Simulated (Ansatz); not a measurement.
# Cl2FHMoOS: small, medium and large basis sets

An exercise on one series of results from a longer session: the logs are not shown, and one member is left open.

The runs use Ansatz 0.2.0, Gaussian basis; one geometry, several basis sets.

The runs, in order: PBE0-D4/def2-SVP; ωB97M-V/def2-SVP; PBE0-D4/def2-QZVPP; ωB97M-V/def2-QZVPP; the functionals' def2-TZVPP values are taken from earlier runs.

### The geometry

All runs share one geometry, relaxed beforehand with PBE0-D4 in a triple-zeta def2 set. Mo takes the def2 core potential; no spin-orbit term is included.

7 atoms, charge 0, spin multiplicity 1.

Atoms are counted from 1 here; the program's logs count them from 0.

Bond lengths: O1–Mo2 1.854 Å, O1–H7 0.964 Å, Mo2–F3 1.860 Å, Mo2–S4 2.063 Å, Mo2–Cl5 2.286 Å, Mo2–Cl6 2.282 Å. Angles: Mo2–O1–H7 124.9°, O1–Mo2–F3 86.2°, O1–Mo2–S4 104.0°, O1–Mo2–Cl5 88.3°, O1–Mo2–Cl6 152.1°, F3–Mo2–S4 107.9°, F3–Mo2–Cl5 146.9°, F3–Mo2–Cl6 83.4°, S4–Mo2–Cl5 105.2°, S4–Mo2–Cl6 103.7°, Cl5–Mo2–Cl6 86.5°.

As a file:

```tsv
atom	x (Å)	y (Å)	z (Å)
O1	0.81204	-0.16729	-1.36361
Mo2	-0.09528	-0.15232	0.25272
F3	-1.61882	-0.54364	-0.73933
S4	0.51576	-1.88745	1.18542
Cl5	1.35703	1.45806	0.97560
Cl6	-1.59997	0.74735	1.71352
H7	0.69044	0.47738	-2.06991
```

The first run:

The input, in.yaml:

```yaml
crystal:
  periodic: [false, false, false]
  atoms:
    - {symbol: O, position_ang: [0.812041, -0.167292, -1.363613]}
    - {symbol: Mo, position_ang: [-0.095280, -0.152320, 0.252725]}
    - {symbol: F, position_ang: [-1.618819, -0.543637, -0.739334]}
    - {symbol: S, position_ang: [0.515764, -1.887447, 1.185416]}
    - {symbol: Cl, position_ang: [1.357031, 1.458065, 0.975596]}
    - {symbol: Cl, position_ang: [-1.599974, 0.747355, 1.713525]}
    - {symbol: H, position_ang: [0.690437, 0.477378, -2.069914]}
basis:
  gaussian: {orbitals: def2-SVP}
hamiltonian: {xc: pbe0, dispersion: d4}
output: {orbitals: {seedname: orbitals}}
```

Launch:

```bash
$ ansatz run in.yaml --threads 4 --pin off --events-out ev --progress --plain --max-ram 11315MiB
```

Steps of the session up to this table: PBE0-D4 in def2-SVP; ωB97M-V in def2-SVP; PBE0-D4 in def2-QZVPP; ωB97M-V in def2-QZVPP.

One of the session's tables, all rows but one given; the rest of the session is left out.

It belongs to the step «Density functionals: the series». 

| functional | basis | HOMO (eV) | LUMO (eV) |
| --- | --- | --- | --- |
| PBE0-D4 | def2-SVP | -8.64 | -4.32 |
| PBE0-D4 | def2-TZVPP | -8.65 | -4.31 |
| PBE0-D4 | def2-QZVPP | -8.65 | -4.30 |
| ωB97M-V | def2-SVP | -10.69 | -2.16 |
| ωB97M-V | def2-TZVPP | ? | ? |
| ωB97M-V | def2-QZVPP | -10.76 | -2.20 |

Estimate the missing values for ωB97M-V, def2-TZVPP.

The run gave: HOMO (eV): -10.74; LUMO (eV): -2.20. In the column «HOMO (eV)» it lies between ωB97M-V, def2-QZVPP (-10.76) and ωB97M-V, def2-SVP (-10.69).
